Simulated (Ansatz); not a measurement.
# SiPd3O3: the cost of one run

Computed with Ansatz 0.2.0 (DFT PBE, scalar-relativistic, plane waves, PAW, unless a step's input says otherwise).

## 1. The starting structure

Symmetry: Pm-3m, No. 221, cubic system. The conventional cell has a = 4.507 Å, b = 4.507 Å, c = 4.507 Å, α = 90.00°, β = 90.00°, γ = 90.00°. Si (site symmetry m-3m) has 6 Pd at 2.25 Å as nearest neighbours. Pd (site symmetry 4/mmm) has 2 Si at 2.25 Å and 4 O at 2.25 Å as nearest neighbours. Around O (site symmetry 4/mmm) lie 4 Pd at 2.25 Å.

Structure file:

```
CELL_PARAMETERS angstrom
4.50735 0.00000 0.00000
0.00000 4.50735 0.00000
0.00000 0.00000 4.50735
ATOMIC_POSITIONS crystal
Si 0.50000 0.50000 0.50000
Pd 0.00000 0.50000 0.50000
Pd 0.50000 0.50000 0.00000
Pd 0.50000 0.00000 0.50000
O 0.00000 0.50000 0.00000
O 0.50000 0.00000 0.00000
O 0.00000 0.00000 0.50000
```

Recipe of the guess: species swapped into a database cell of Ce3GaBr3 (Pm-3m, No. 221), with Pd on the Ce sites, Si on the Ga sites and O on the Br sites. Its size is a rough estimate.

## 2. Probe: one point on a coarse mesh

Contents of input.yaml:

```yaml
crystal:
  lattice:
    - [4.50735477, 0.0, 0.0]
    - [0.0, 4.50735477, 0.0]
    - [0.0, 0.0, 4.50735477]
  atoms:
    - { symbol: Si, position: [0.5, 0.5, 0.5] }
    - { symbol: Pd, position: [0.0, 0.5, 0.5] }
    - { symbol: Pd, position: [0.5, 0.5, 0.0] }
    - { symbol: Pd, position: [0.5, 0.0, 0.5] }
    - { symbol: O, position: [0.0, 0.5, 0.0] }
    - { symbol: O, position: [0.5, 0.0, 0.0] }
    - { symbol: O, position: [0.0, 0.0, 0.5] }
basis:
  ecutwfc: 420
kpoints:
  mp_grid: { grid: [4, 4, 4] }
hamiltonian:
  xc: pbe
scf:
  occupations: { method: gaussian, width: 0.1 }
  lower_state_search: "off"
output:
  forces: true
  stress: true
  eigenvalues: true
```

The run is started by

```sh
$ ansatz run input.yaml --threads 1 --pin off --max-ram 2048MiB --backend cpu --events-out ev --progress --plain --runs-dir out
```

**Question.** How long does this run take on 1 thread of AMD EPYC 9R14 (Zen 4), shared host, and how much memory does it need?

About 1.5 s, with a peak of 0.38 GiB.
